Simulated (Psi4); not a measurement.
# HBr (SMILES Br), step by step, part 2 of 2

Psi4 1.11.

## 3. The harmonic vibrations at CAM-B3LYP-D3(BJ)/6-311G(d,p) (density fitting with def2-universal-jkfit) (run 2)

calc.dat reads:

```
memory 1600 mb

molecule m {
  Br    -0.602389     0.286006    -0.353457
  H      0.569711    -0.191909     0.292223
  units angstrom
}

set {
  basis 6-311G**
  reference rks
  t 298.15
  rotational_symmetry_number 1
  df_basis_scf def2-universal-jkfit
}

result, w = frequency("cam-b3lyp-d3bj", return_wfn=True)
```

Run with:

```
$ psi4 -i calc.dat -o calc.out -n 1
```

calc.out, shortened:

```text
[...]
  Running in c2v symmetry.
[...]
  Nuclear repulsion =   13.034299653093841
[...]
  Multiplicity = 1
[...]
  Nalpha       = 18
  Nbeta        = 18
[...]
    Number of basis functions: 50
[...]
   @DF-RKS iter   1: -2574.41120178429719   -1.16649e+00   7.22861e-02 ADIIS/DIIS
[...]
  Running in cs symmetry.
[...]
   @DF-RKS iter   9: -2574.84719782303455   -2.72848e-12   2.76120e-09 DIIS
[...]
  @DF-RKS Final Energy: -2574.84719782303455
   => Energetics <=
    Nuclear Repulsion Energy =             13.0342769459879388
    One-Electron Energy =               -3608.6120079878319302
    Two-Electron Energy =                1092.4915475428276750
    DFT Exchange-Correlation Energy =     -71.7607364843576505
    Empirical Dispersion Energy =          -0.0002778396611033
    VV10 Nonlocal Energy =                  0.0000000000000000
    Total Energy =                      -2574.8471978230350032
[...]
 Multipole Moments:
 ------------------------------------------------------------------------------------
     Multipole            Electronic (a.u.)      Nuclear  (a.u.)        Total (a.u.)
 ------------------------------------------------------------------------------------
 L = 1.  Multiply by 2.5417464519 to convert [e a0] to [Debye]
 Dipole X            :          0.0000000            0.0000000            0.0000000
 Dipole Y            :         -0.0019179            0.0027370            0.0008190
 Dipole Z            :         -1.0275025            1.4662922            0.4387897
 Magnitude           :                                                    0.4387905
[...]
  -Total Gradient:
     Atom            X                  Y                   Z
    ------   -----------------  -----------------  -----------------
       1        0.000000000000    -0.000000135258    -0.000072461041
       2        0.000000000000     0.000000127171     0.000068129397
[...]
  ==> Harmonic Vibrational Analysis <==
[...]
  Freq [cm^-1]                2659.3227
[...]
  IR activ [km/mol]             7.6963
[...]
  Total E_0, Enthalpy at 0 [K]                                                        -2574.84113944 [Eh]
[...]
  Total H, Enthalpy at  298.15 [K]                                                    -2574.83783476 [Eh]
[...]
  Total G, Gibbs energy at  298.15 [K]                                                -2574.86036072 [Eh]
[...]
```

It took 7.2 s on 1 thread of AMD EPYC 9R45 (Zen 5), shared host; peak memory 0.34 GiB.

## 4. The energy at MP2/cc-pVTZ (density fitting with def2-universal-jkfit, density fitting for correlation) (run 3)

calc.in reads:

```
memory 1.6 GB

molecule geom {
  0 1
  Br    -0.602389     0.286006    -0.353457
  H      0.569711    -0.191909     0.292223
}

set freeze_core true
set df_basis_scf def2-universal-jkfit

result, w = energy('mp2/cc-pVTZ', return_wfn=True)
```

Run with:

```
$ psi4 -i calc.in -o calc.out -n 1
```

calc.out, shortened:

```text
[...]
  Running in c2v symmetry.
[...]
  Nuclear repulsion =   13.034299653093841
[...]
  Multiplicity = 1
[...]
  Nalpha       = 18
  Nbeta        = 18
[...]
    Number of basis functions: 57
[...]
   @DF-RHF iter   1: -2572.86204702089708   -1.61684e+00   2.91233e-02 DIIS/ADIIS
[...]
   @DF-RHF iter  10: -2573.04828260872728   -1.81899e-12   1.53875e-09 DIIS
[...]
    Orbital Energies [Eh]
    ---------------------
    Doubly Occupied:
       1A1  -490.034203     2A1   -65.174803     3A1   -58.529943
       1B2   -58.528668     1B1   -58.528668     4A1    -9.848898
       5A1    -7.460640     2B2    -7.453725     2B1    -7.453725
       6A1    -3.204355     3B1    -3.200384     3B2    -3.200384
       7A1    -3.192013     1A2    -3.192013     8A1    -1.032535
       9A1    -0.580838     4B2    -0.434193     4B1    -0.434193
[...]
  @DF-RHF Final Energy: -2573.04828260872728
   => Energetics <=
    Nuclear Repulsion Energy =             13.0342996530938411
    One-Electron Energy =               -3609.1968040830388418
    Two-Electron Energy =                1023.1142218212173702
    Total Energy =                      -2573.0482826087272770
[...]
 Multipole Moments:
 ------------------------------------------------------------------------------------
     Multipole            Electronic (a.u.)      Nuclear  (a.u.)        Total (a.u.)
 ------------------------------------------------------------------------------------
 L = 1.  Multiply by 2.5417464519 to convert [e a0] to [Debye]
 Dipole X            :          0.0000000            0.0000000            0.0000000
 Dipole Y            :          0.0000000            0.0000000            0.0000000
 Dipole Z            :         -1.0660326            1.4662922            0.4002596
 Magnitude           :                                                    0.4002596
[...]
```

Wall time 2.3 s (1 thread of AMD EPYC 9R45 (Zen 5), shared host); peak memory 0.58 GiB.

## 5. What came out

What follows sums up all 2 parts.

| quantity | value |
| --- | --- |
| run 1, CAM-B3LYP-D3(BJ)/6-311G**: total energy at the end | -2574.84720 Eh |
| run 1, CAM-B3LYP-D3(BJ)/6-311G**: dipole moment | 1.12 D |
| run 1, CAM-B3LYP-D3(BJ)/6-311G**: HOMO energy | -10.09 eV |
| run 1, CAM-B3LYP-D3(BJ)/6-311G**: LUMO energy | 0.74 eV |
| run 1, CAM-B3LYP-D3(BJ)/6-311G**: HOMO–LUMO gap | 10.83 eV |
| run 1, CAM-B3LYP-D3(BJ)/6-311G**: bond length | 1.421 Å |
| run 1, CAM-B3LYP-D3(BJ)/6-311G**: dispersion energy | -0.73 kJ/mol |
| run 2, CAM-B3LYP-D3(BJ)/6-311G**: harmonic wavenumber | 2659 cm⁻¹ |
| run 2, CAM-B3LYP-D3(BJ)/6-311G**: zero-point energy | 15.9 kJ/mol |
| run 2, CAM-B3LYP-D3(BJ)/6-311G**: ideal-gas entropy at 298.15 K (symmetry number 1 as used) | 47.4 cal/(mol K) |
| run 3, MP2/cc-pVTZ: total energy | -2573.28591 Eh |
| run 3, MP2/cc-pVTZ: HOMO energy (Hartree–Fock orbitals) | -11.81 eV |
| run 3, MP2/cc-pVTZ: LUMO energy (Hartree–Fock orbitals) | 2.95 eV |
| run 3, MP2/cc-pVTZ: HOMO–LUMO gap (Hartree–Fock orbitals) | 14.76 eV |
| run 3, MP2/cc-pVTZ: correlation energy (9 core orbitals frozen) | -237.6 mEh |

In words: The optimisation (run 1, CAM-B3LYP-D3(BJ)/6-311G**) took 3 steps and changed the energy by -0.003 eV. The one mode (run 2, CAM-B3LYP-D3(BJ)/6-311G**) is real, so the shape is a minimum at this level. At CAM-B3LYP-D3(BJ)/6-311G**: Experiment gives 0.83 D for the dipole moment (NIST CCCBDB), so the computed value is 0.29 D (34 %) too high. At CAM-B3LYP-D3(BJ)/6-311G**: Experiment gives 2649 cm⁻¹ for the harmonic wavenumber (Huber and Herzberg, Constants of Diatomic Molecules), so the computed value is 10 cm⁻¹ (0.4 %) too high.
